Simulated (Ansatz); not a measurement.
# FeBr3 (ReO3 type): equation of state and elastic constants

An exercise on one series of results from a longer session: the logs are not shown, and one member is left open.

Program: Ansatz 0.2.0. Level of theory: DFT PBEsol, scalar-relativistic, plane waves, PAW. These are calculated values, not measurements.

## The system as given

Symmetry: Pm-3m, No. 221, cubic system. Conventional cell: a = 4.935 Å, b = 4.935 Å, c = 4.935 Å, α = 90.00°, β = 90.00°, γ = 90.00°. Around Fe (site symmetry m-3m) lie 6 Br at 2.47 Å. Br (site symmetry 4/mmm) is surrounded by 2 Fe at 2.47 Å.

Coordinates:

```xyz
4
Lattice="4.9348 0.0000 0.0000 0.0000 4.9348 0.0000 0.0000 0.0000 4.9348" Properties=species:S:1:pos:R:3 pbc="T T T"
Fe    0.0000    0.0000    0.0000
Br    2.4674    0.0000    0.0000
Br    0.0000    0.0000    2.4674
Br    0.0000    2.4674    0.0000
```

This cell comes from an earlier session at PBEsol: 30.043 Å³/atom at -0.03 GPa, on a 6×6×6 mesh.

Volume factors to run: 0.980, 1.020, 0.960, 1.040.

The first run:

The input, input.yaml:

```yaml
crystal:
  lattice:
    - [4.9016506454, 0.0, 0.0]
    - [0.0, 4.9016506454, 0.0]
    - [0.0, 0.0, 4.9016506454]
  atoms:
    - { symbol: Fe, position: [0.0, 0.0, 0.0], spin: 3.39 }
    - { symbol: Br, position: [0.5, 0.0, 0.0] }
    - { symbol: Br, position: [0.0, 0.0, 0.5] }
    - { symbol: Br, position: [0.0, 0.5, 0.0] }
basis:
  ecutwfc: 420
  ecutrho_ratio: 4
kpoints:
  mp_grid: { grid: [6, 6, 6] }
hamiltonian:
  xc: pbesol
scf:
  occupations: { method: gaussian, width: 0.05 }
output:
  forces: true
  stress: true
  eigenvalues: true
  populations: true
magnetization:
  spin_polarized: true
```

Steps of the session up to this table: At 0.980 of the relaxed volume; Scaling the volume by 1.020; At 0.960 of the relaxed volume; Scaling the volume by 1.040.

One table of the session follows, with a row left open; its other results are not shown here.

It belongs to the step «The fit». 

| volume (Å³/atom) | energy (meV/atom) | pressure (GPa) | moment of atom 1 (μB) |
| --- | --- | --- | --- |
| 28.841 | 6.56 | 1.83 | 3.03 |
| 29.442 | ? | ? | ? |
| 30.043 | 0.00 | -0.03 | 3.08 |
| 30.644 | 1.62 | -0.81 | 3.10 |
| 31.245 | 6.07 | -1.43 | 3.14 |

**Question.** Estimate the row for volume (Å³/atom) = 29.442.

Worked estimate for «energy (meV/atom)». A straight line through the neighbours (28.841, 6.56) and (30.043, 0.00) gives 6.56 + (0.00 − 6.56) × (29.442 − 28.841) / (30.043 − 28.841) = 3.28; a parabola fitted to 3 rows on both sides gives 1.65.

The run gave: energy (meV/atom): 1.53; pressure (GPa): 0.85; moment of atom 1 (μB): 3.05. In «energy (meV/atom)» the line misses by +1.75 and the parabola by +0.12.

To keep in mind: Warnings in the runs' records: stability check not made.
